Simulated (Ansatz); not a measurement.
# FeCH₂ (triplet): wave-function methods side by side, def2-TZVPP

The task here is to estimate one member of a computed series from the others.

Program: Ansatz 0.2.0, Gaussian basis. Level of theory: def2-TZVPP, core rule «outside noble gas», up to 10 orbitals frozen. These are calculated values, not measurements.

Plan: UHF; CCSD(T) on ROHF; CCSD(T) on UHF; CCSDT(Q) on ROHF; CCSDT(Q) on UHF; CASSCF and NEVPT2, 14 electrons in 12 orbitals.

5 further runs of the same task are left out: 1 for a known fault of the program, 4 set aside as unsound or not needed.

### The geometry

The geometry is a PBE0/def2-TZVP stationary point (not a proven minimum) of the parent state, kept for this charge and spin.

4 atoms, charge 0, spin multiplicity 3.

Atoms are counted from 1 here; the program's logs count them from 0.

Bond lengths: Fe1–C2 1.704 Å, C2–H3 1.095 Å, C2–H4 1.095 Å. Angles: Fe1–C2–H3 123.7°, Fe1–C2–H4 123.7°, H3–C2–H4 112.5°.

The first run:

in.yaml

```yaml
crystal:
  periodic: [false, false, false]
  atoms:
    - {symbol: Fe, position_ang: [0.000000, 0.000000, 0.359550]}
    - {symbol: C, position_ang: [0.000000, 0.000000, -1.344055]}
    - {symbol: H, position_ang: [0.000000, -0.910904, -1.952507]}
    - {symbol: H, position_ang: [0.000000, 0.910904, -1.952507]}
basis:
  gaussian: {orbitals: def2-TZVPP}
magnetization: {spin_polarized: true, initial_magnetization: 2}
hamiltonian: {xc: hf}
output: {orbitals: {seedname: orbitals}}
```

Command:

```
$ ansatz run in.yaml --threads 1 --pin off --events-out ev --progress --plain --max-ram 4096MiB --backend cpu
```

Steps of the session up to this table: UHF; CCSD(T) on ROHF; CCSD(T) on UHF; CCSDT(Q) on ROHF; CCSDT(Q) on UHF; CASSCF and NEVPT2, 14 electrons in 12 orbitals.

One of the session's tables, all rows but one given; the rest of the session is left out.

It belongs to the step «Misses and costs». 

| method | from RCCSDT(Q) (meV) |
| --- | --- |
| ROHF | +15612.8 |
| UHF | ? |
| RMP2 | +2623.5 |
| UMP2 | +2037.1 |
| RCCSD | +1240.2 |
| UCCSD | +815.6 |
| RCCSD(T) | +169.6 |
| UCCSD(T) | +288.2 |
| RCCSDT | +278.5 |
| UCCSDT | +113.6 |
| RCCSDT(Q) | 0 |
| UCCSDT(Q) | +5.6 |
| CASSCF valence | +10105.2 |
| NEVPT2 valence | +1731.2 |

**Question.** Estimate the row for UHF.

As computed: from RCCSDT(Q) (meV): +11553.6. In the column «from RCCSDT(Q) (meV)» it lies between CASSCF valence (+10105.2) and ROHF (+15612.8).

Caveats from the session: The determinant is far from a pure spin state, so its energy mixes those of several spin states (harmless only where they are near-degenerate, as at dissociation). Warnings: spin contamination; large T1 diagnostic. Restricted and unrestricted rows rest on different reference determinants; where their highest levels disagree by more than a few hundredths of an eV, they describe different states and don't form one ladder.
